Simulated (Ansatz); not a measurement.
# NbTe3Os2: the cost of one run

Method: DFT PBE, scalar-relativistic, plane waves, PAW, in Ansatz 0.2.0.

## (1) The system as given

The structure is trigonal, space group P-3m1 (No. 164). Conventional cell: a = 3.947 Å, b = 3.947 Å, c = 9.746 Å, α = 90.00°, β = 90.00°, γ = 120.00°. Around Nb (site symmetry -3m) lie 6 Te at 2.90 Å. Te (site symmetry 3m) is surrounded by 3 Os at 2.75 Å and 3 Nb at 2.90 Å. Te (site symmetry -3m) has 6 Os at 2.75 Å as nearest neighbours. Os (site symmetry 3m) is surrounded by 6 Te at 2.75 Å.

As a file:

```
CELL_PARAMETERS angstrom
3.94676 0.00000 0.00000
-1.97338 3.41799 0.00000
0.00000 0.00000 9.74578
ATOMIC_POSITIONS crystal
Nb 0.00000 0.00000 0.50000
Te 0.66667 0.33333 0.68406
Te 0.00000 0.00000 0.00000
Te 0.33333 0.66667 0.31594
Os 0.33333 0.66667 0.84203
Os 0.66667 0.33333 0.15797
```

Recipe of the guess: close-packed anion layers stacked ABC|A, with sites between them filled layer by layer (P-3m1, No. 164). The dimensions are guesses.

## (2) The guess as it stands, on a coarse mesh

Input file input.yaml:

```yaml
crystal:
  lattice:
    - [3.94675567, 0.0, 0.0]
    - [-1.97337783, 3.41799067, 0.0]
    - [0.0, 0.0, 9.74578347]
  atoms:
    - { symbol: Nb, position: [0.0, 0.0, 0.5] }
    - { symbol: Te, position: [0.66666667, 0.33333333, 0.68405875] }
    - { symbol: Te, position: [0.0, 0.0, 0.0] }
    - { symbol: Te, position: [0.33333333, 0.66666667, 0.31594125] }
    - { symbol: Os, position: [0.33333333, 0.66666667, 0.84202937] }
    - { symbol: Os, position: [0.66666667, 0.33333333, 0.15797063] }
basis:
  ecutwfc: 420
kpoints:
  mp_grid: { grid: [6, 6, 2] }
hamiltonian:
  xc: pbe
scf:
  occupations: { method: gaussian, width: 0.1 }
  lower_state_search: "off"
output:
  forces: true
  stress: true
  eigenvalues: true
```

Launch:

```console
$ ansatz run input.yaml --threads 1 --pin off --max-ram 2560MiB --backend cpu --events-out ev --progress --plain --runs-dir out
```

**Question.** How long does this run take on 1 thread of Arm Neoverse V2, shared host, and how much memory does it need?

About 4.9 s, with a peak of 0.42 GiB.
